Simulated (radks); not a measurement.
**Ionisation energy and size from K to Co**

One table from this session's results is given with a row withheld; the runs are named, their logs left out.

Method: scalar-relativistic Kohn-Sham, r2SCAN, spin-unpolarised, spherical densities, finite nucleus. Code: radks (a radial shooting solver on a logarithmic mesh, Libxc functionals) version 1.

### What is computed

- species: K, Ca, Sc, Ti, V, Cr, Mn, Fe, Co
- runs: 18, each species and its next ion

The first run:

Settings of this run:

```text
Z 19
configuration [Ar] 4s1
relativity scalar-relativistic
functional r2scan,r2scan
spin unpolarised
nucleus finite rms 3.4349 fm
c 137.035999084
```

Among the steps run: K, [Ar] 4s1; K⁺, [Ar]; Ca, [Ar] 4s2; Ca⁺, [Ar] 4s1; Sc, [Ar] 3d1 4s2; Sc⁺, [Ar] 3d1 4s1; Ti, [Ar] 3d2 4s2; Ti⁺, [Ar] 3d2 4s1; V, [Ar] 3d3 4s2; V⁺, [Ar] 3d4; Cr, [Ar] 3d5 4s1; Cr⁺, [Ar] 3d5; Mn, [Ar] 3d5 4s2; Mn⁺, [Ar] 3d5 4s1; Fe, [Ar] 3d6 4s2; Fe⁺, [Ar] 3d6 4s1; Co, [Ar] 3d7 4s2; Co⁺, [Ar] 3d8.

One of the session's tables, all rows but one given; the rest of the session is left out.

```
species  Δ-SCF (eV)  −ε(HOMO) (eV)  its <r> (bohr)
      K       3.981          2.290            5.20
     Ca       6.307          3.832            4.08
     Sc       6.951          3.002            3.76
     Ti           ?              ?               ?
      V       7.181          4.879            3.37
     Cr       6.639          2.812            3.46
     Mn       8.517          5.312            3.10
     Fe       8.832          5.507            2.99
     Co       6.197          5.693            2.89
```

Estimate the missing values for Ti.

**Answer.** Δ-SCF (eV): 7.425; −ε(HOMO) (eV): 4.084; its <r> (bohr): 3.54. In the column «Δ-SCF (eV)» it lies between V (7.181) and Mn (8.517).

For Sc, Ti, Cr the highest level isn't the widest one, so −ε(HOMO) and <r> belong to different orbitals, and Δ-SCF follows the ion's typed configuration. Spin polarisation and multiplet splitting are left out, so open shells lie too high by an amount that depends on their filling.
